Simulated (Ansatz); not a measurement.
# Alloy of AlAs and GaP (24 of 32 Al sites, 24 of 32 As sites exchanged), 64 atoms

Wanted: the relaxed alloy cell and its gap (PBEsol and HSE06).

Program: Ansatz 0.2.0, PAW, plane waves. These are calculated values, not measurements.

## (1) The starting cell

64 atoms (8 Al, 24 Ga, 8 As, 24 P); a = 10.995 Å, b = 10.995 Å, c = 10.995 Å, α = 90.00°, β = 90.00°, γ = 90.00°. All atoms were shaken off their sites by about 0.02 Å along each axis.

The runs, in order: (2) PBEsol cell relaxation at the single k point (¼, ¼, ¼), on 1 × NVIDIA H100 80GB HBM3 with 4 threads of AMD EPYC 7R13; (3) HSE06 single point at the single k point (¼, ¼, ¼), on 1 × NVIDIA H100 80GB HBM3 with 4 threads of AMD EPYC 7R13.

## (2) PBEsol relaxation of the cell and the positions

The input, in.yaml:

```yaml
crystal:
  lattice:
    - [10.994781, 0.000000, 0.000000]
    - [0.000000, 10.994781, 0.000000]
    - [0.000000, 0.000000, 10.994781]
  atoms:
    - { symbol: Al, position: [0.999991, 0.999146, 0.998077] }
    - { symbol: Al, position: [0.498937, 0.501396, 0.000305] }
    - { symbol: Al, position: [0.750400, 0.249823, 0.998462] }
    - { symbol: Al, position: [0.750075, 0.750869, 0.997762] }
    - { symbol: Al, position: [0.748434, 0.001664, 0.247391] }
    - { symbol: Al, position: [0.751590, 0.501822, 0.251762] }
    - { symbol: Al, position: [0.001981, 0.251738, 0.249907] }
    - { symbol: Al, position: [0.999505, 0.751024, 0.246686] }
    - { symbol: Ga, position: [0.998987, 0.996840, 0.501293] }
    - { symbol: Ga, position: [0.998425, 0.502633, 0.000807] }
    - { symbol: Ga, position: [0.000273, 0.502324, 0.495769] }
    - { symbol: Ga, position: [0.499569, 0.000969, 0.001303] }
    - { symbol: Ga, position: [0.499587, 0.000248, 0.499790] }
    - { symbol: Ga, position: [0.504889, 0.498508, 0.499819] }
    - { symbol: Ga, position: [0.250465, 0.246947, 0.000097] }
    - { symbol: Ga, position: [0.251955, 0.250110, 0.500009] }
    - { symbol: Ga, position: [0.250129, 0.747970, 0.001059] }
    - { symbol: Ga, position: [0.250056, 0.749274, 0.498663] }
    - { symbol: Ga, position: [0.749582, 0.249053, 0.500096] }
    - { symbol: Ga, position: [0.752605, 0.748201, 0.501453] }
    - { symbol: Ga, position: [0.251202, 0.997431, 0.249492] }
    - { symbol: Ga, position: [0.249574, 0.000519, 0.750533] }
    - { symbol: Ga, position: [0.249635, 0.499497, 0.249877] }
    - { symbol: Ga, position: [0.249250, 0.496956, 0.750395] }
    - { symbol: Ga, position: [0.751313, 0.000612, 0.746987] }
    - { symbol: Ga, position: [0.750799, 0.499621, 0.750559] }
    - { symbol: Ga, position: [0.997360, 0.249345, 0.750083] }
    - { symbol: Ga, position: [0.001015, 0.750744, 0.752441] }
    - { symbol: Ga, position: [0.498748, 0.247741, 0.249692] }
    - { symbol: Ga, position: [0.500051, 0.250749, 0.750911] }
    - { symbol: Ga, position: [0.497622, 0.750936, 0.250712] }
    - { symbol: Ga, position: [0.500170, 0.753354, 0.747827] }
    - { symbol: As, position: [0.122797, 0.122112, 0.123448] }
    - { symbol: As, position: [0.127529, 0.625758, 0.124012] }
    - { symbol: As, position: [0.372766, 0.875628, 0.126620] }
    - { symbol: As, position: [0.377319, 0.126754, 0.376128] }
    - { symbol: As, position: [0.373085, 0.624011, 0.378048] }
    - { symbol: As, position: [0.877033, 0.622711, 0.375233] }
    - { symbol: As, position: [0.125609, 0.375373, 0.373128] }
    - { symbol: As, position: [0.123005, 0.874800, 0.375366] }
    - { symbol: P, position: [0.125471, 0.126225, 0.622484] }
    - { symbol: P, position: [0.127511, 0.629219, 0.625836] }
    - { symbol: P, position: [0.622777, 0.126209, 0.126315] }
    - { symbol: P, position: [0.629266, 0.128754, 0.623023] }
    - { symbol: P, position: [0.626999, 0.623221, 0.127326] }
    - { symbol: P, position: [0.624077, 0.625959, 0.625401] }
    - { symbol: P, position: [0.376648, 0.372360, 0.126955] }
    - { symbol: P, position: [0.379086, 0.373498, 0.624490] }
    - { symbol: P, position: [0.376098, 0.874647, 0.626061] }
    - { symbol: P, position: [0.872850, 0.377091, 0.124370] }
    - { symbol: P, position: [0.873860, 0.378264, 0.629236] }
    - { symbol: P, position: [0.873845, 0.877064, 0.126188] }
    - { symbol: P, position: [0.875648, 0.876251, 0.625754] }
    - { symbol: P, position: [0.377906, 0.128418, 0.873354] }
    - { symbol: P, position: [0.372698, 0.623541, 0.874807] }
    - { symbol: P, position: [0.875078, 0.129327, 0.376351] }
    - { symbol: P, position: [0.871690, 0.120391, 0.874833] }
    - { symbol: P, position: [0.880548, 0.627813, 0.872956] }
    - { symbol: P, position: [0.125308, 0.376365, 0.872559] }
    - { symbol: P, position: [0.127142, 0.876001, 0.873899] }
    - { symbol: P, position: [0.626560, 0.377415, 0.372298] }
    - { symbol: P, position: [0.623208, 0.374936, 0.875042] }
    - { symbol: P, position: [0.626269, 0.873962, 0.375878] }
    - { symbol: P, position: [0.626386, 0.876294, 0.873854] }
  symmetry: { detect: false }
kpoints:
  mp_grid: { grid: [1, 1, 1], shift: [0.25, 0.25, 0.25] }
hamiltonian:
  xc: pbesol
scf:
  occupations: { method: fermi_dirac, width: 0.01 }
relax:
  f_tol: 0.03
  max_steps: 80
  escape_saddle: false
  adjacent_minimum: "off"
  cell: { fix: [shape] }
output:
  forces: true
  eigenvalues: true
  populations: true
```

Started as:

```
$ ansatz run in.yaml --threads 4 --pin off --max-ram 61750MiB --runs-dir r --events-out ev --progress --plain --backend cuda --devices 0, --max-vram 37GiB
```

The runs that follow: HSE06 on the final geometry.

Before running it: what results should come out? Wanted: for each run, top filled to lowest empty.

As calculated:

| level | time | top filled to lowest empty (eV) |
| --- | --- | --- |
| PBEsol, relaxation | 13 s (GPU) | 1.87 |
| HSE06 | 46 s (GPU) | 2.71 |

```
     quantity                                                                         value
   relaxation                                              4 recorded steps, 1.08 eV gained
largest shift                                                                 0.13 Å (Ga11)
 relaxed cell  a = 10.999 Å, b = 10.999 Å, c = 10.999 Å, α = 90.00°, β = 90.00°, γ = 90.00°
   mean bonds                            Al–As 2.431, Al–P 2.371, As–Ga 2.427, Ga–P 2.365 Å
```

**In words.** The relaxation lowers the energy by 1.08 eV; the largest shift is 0.13 Å (Ga11), while the volume changes by +0.1 %. The mean lengths of the listed bonds run from Ga–P 2.36 Å to Al–As 2.43 Å. At the same k points, PBEsol gives a spacing 0.84 eV smaller than the 2.71 eV of HSE06. Spin–orbit coupling is left out, which matters for the band edges of the heavier elements here. With one k point the spacing samples only the states that fold onto it, so it can exceed the gap over the zone.
